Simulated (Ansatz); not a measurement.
# FH3Se3Sn: small, medium and large basis sets

An exercise on one series of results from a longer session: the logs are not shown, and one member is left open.

The runs use Ansatz 0.2.0, Gaussian basis; one geometry, several basis sets.

The runs, in order: PBE0-D4/def2-SVP; ωB97M-V/def2-SVP; PBE0-D4/def2-QZVPP; ωB97M-V/def2-QZVPP; the functionals' def2-TZVPP values are taken from earlier runs.

1 further run of the same task is left out (for a known fault of the program). Runs told in other sessions of the task aren't counted.

**The relaxed structure**

An earlier PBE0-D4 in a triple-zeta def2 set relaxation fixed the geometry. Sn takes the def2 core potential; no spin-orbit term is included.

SMILES `[F][Sn]([SeH])([SeH])[SeH]`, 8 atoms, charge 0, spin multiplicity 1.

Atoms are counted from 1 here; the program's logs count them from 0.

Bond lengths: F1–Sn2 1.923 Å, Sn2–Se3 2.509 Å, Sn2–Se4 2.515 Å, Sn2–Se5 2.506 Å, Se3–H6 1.470 Å, Se4–H7 1.471 Å, Se5–H8 1.470 Å. Angles: F1–Sn2–Se3 108.9°, F1–Sn2–Se4 101.5°, F1–Sn2–Se5 107.1°, Se3–Sn2–Se4 114.4°, Se3–Sn2–Se5 108.4°, Se4–Sn2–Se5 115.9°, Sn2–Se3–H6 89.8°, Sn2–Se4–H7 88.5°, Sn2–Se5–H8 90.3°.

Set-up of the first run:

The input, in.yaml:

```yaml
crystal:
  periodic: [false, false, false]
  atoms:
    - {symbol: F, position_ang: [-1.346751, 0.010040, 1.409489]}
    - {symbol: Sn, position_ang: [0.066845, -0.254913, 0.132639]}
    - {symbol: Se, position_ang: [2.269014, -0.194578, 1.333974]}
    - {symbol: Se, position_ang: [-0.311407, 1.668338, -1.442744]}
    - {symbol: Se, position_ang: [-0.239778, -2.543662, -0.841992]}
    - {symbol: H, position_ang: [2.457706, 1.199761, 0.909966]}
    - {symbol: H, position_ang: [-1.157699, 2.293429, -0.415161]}
    - {symbol: H, position_ang: [-1.645730, -2.235416, -1.141971]}
basis:
  gaussian: {orbitals: def2-SVP}
hamiltonian: {xc: pbe0, dispersion: d4}
output: {orbitals: {seedname: orbitals}}
```

On the command line:

```bash
$ ansatz run in.yaml --threads 4 --pin off --events-out ev --progress --plain --max-ram 11315MiB
```

Among the steps run: PBE0-D4 in def2-SVP; ωB97M-V in def2-SVP; PBE0-D4 in def2-QZVPP; ωB97M-V in def2-QZVPP.

One of the session's tables, all rows but one given; the rest of the session is left out.

It belongs to the step «Functionals by basis». 

```
functional       basis  HOMO (eV)  LUMO (eV)
   PBE0-D4    def2-SVP          ?          ?
   PBE0-D4  def2-TZVPP      -7.48      -2.45
   PBE0-D4  def2-QZVPP      -7.49      -2.46
   ωB97M-V    def2-SVP      -9.48      -0.37
   ωB97M-V  def2-TZVPP      -9.60      -0.60
   ωB97M-V  def2-QZVPP      -9.61      -0.65
```

Q: Estimate the row for PBE0-D4, def2-SVP from the others.

The run gave: HOMO (eV): -7.37; LUMO (eV): -2.30. In the column «HOMO (eV)» it is the highest.
